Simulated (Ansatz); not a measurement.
K₃Na, space group Pm-3m, an equation of state with a fit

Computed with the Ansatz DFT code, driven from Python.

Run as a notebook:

**Cell 1**
```python
import ansatz
import numpy as np
```

**Cell 2**
```python
VECTORS = np.array([
    [6.36932, 0.0, 0.0],
    [0.0, 6.36932, 0.0],
    [0.0, 0.0, 6.36932],
])
SITES = [
    ("K", (0.0, 0.5, 0.5)),
    ("K", (0.5, 0.0, 0.5)),
    ("K", (0.5, 0.5, 0.0)),
    ("Na", (0.0, 0.0, 0.0)),
]
```

**Cell 3**
```python
def make_crystal(cell):
    crystal = ansatz.Crystal(lattice=ansatz.Lattice.of(cell))
    for symbol, position in SITES:
        crystal = crystal.atom(symbol, position)
    return crystal

# uniform scaling of the cell
volumes, energies = [], []
for scale in np.linspace(0.88, 1.12, 7):
    cell = VECTORS * scale ** (1 / 3)
    calculation = make_crystal(cell).calculation()
    calculation = calculation.functional("PBEsol")
    calculation = calculation.basis(420).occupations("Marzari-Vanderbilt")
    calculation = calculation.kpoints(4, 4, 4)
    rep = calculation.run(threads=1, backend="cpu").report
    volumes.append(abs(np.linalg.det(cell)) / len(SITES))
    energies.append(rep["free_energy_ev"] / len(SITES))
    print(f"V = {volumes[-1]:8.4f} A^3/atom  F = {energies[-1]:.5f} eV/atom")
```
Output:
```text
V =  56.8463 A^3/atom  F = -1505.95300 eV/atom
V =  59.4302 A^3/atom  F = -1505.95708 eV/atom
V =  62.0141 A^3/atom  F = -1505.95783 eV/atom
V =  64.5980 A^3/atom  F = -1505.95586 eV/atom
V =  67.1819 A^3/atom  F = -1505.95164 eV/atom
V =  69.7659 A^3/atom  F = -1505.94556 eV/atom
V =  72.3498 A^3/atom  F = -1505.93797 eV/atom
```

**Cell 4**
```python
# third-order Birch-Murnaghan: a cubic in V^(-2/3)
x = np.array(volumes) ** (-2 / 3)
poly = np.polynomial.Polynomial.fit(x, energies, 3).convert()
roots = poly.deriv().roots()
x0 = min((r.real for r in roots if abs(r.imag) < 1e-9 and poly.deriv(2)(r.real) > 0), key=lambda r: abs(r - x.mean()))
v0 = x0 ** -1.5
b0 = 4 / 9 * poly.deriv(2)(x0) * v0 ** (-7 / 3) * 160.21766
b1 = 4 + 2 / 3 * x0 * poly.deriv(3)(x0) / poly.deriv(2)(x0)
print(f"V0 = {v0:.4f} A^3/atom, B0 = {b0:.1f} GPa, dB/dP = {b1:.2f}")
```
Output:
```text
V0 = 61.3673 A^3/atom, B0 = 4.2 GPa, dB/dP = 3.66
```

A third-order Birch-Murnaghan fit through the 7 points has its minimum at 61.37 Å³ an atom, 5.0 % below the typed cell, with a bulk modulus of 4 GPa and dB/dP = 3.7. From that minimum the energy rises by 4.9 meV an atom on the compressed side and 20.0 meV on the expanded side.

Caveats:
- Absolute energies stand on the zero of these potentials, so only differences at equal settings mean something.
- For a metal this k-point mesh is coarse: on a finer one energies can move by several to tens of meV an atom and pressures by half a GPa or more, differences at one mesh by less.
- The structure comes from a database of computed cells and needn't be a stable or known phase.
- Wall time of the script: 20 s on 1 thread of Arm Neoverse V1 (shared host), peak memory 0.46 GiB.
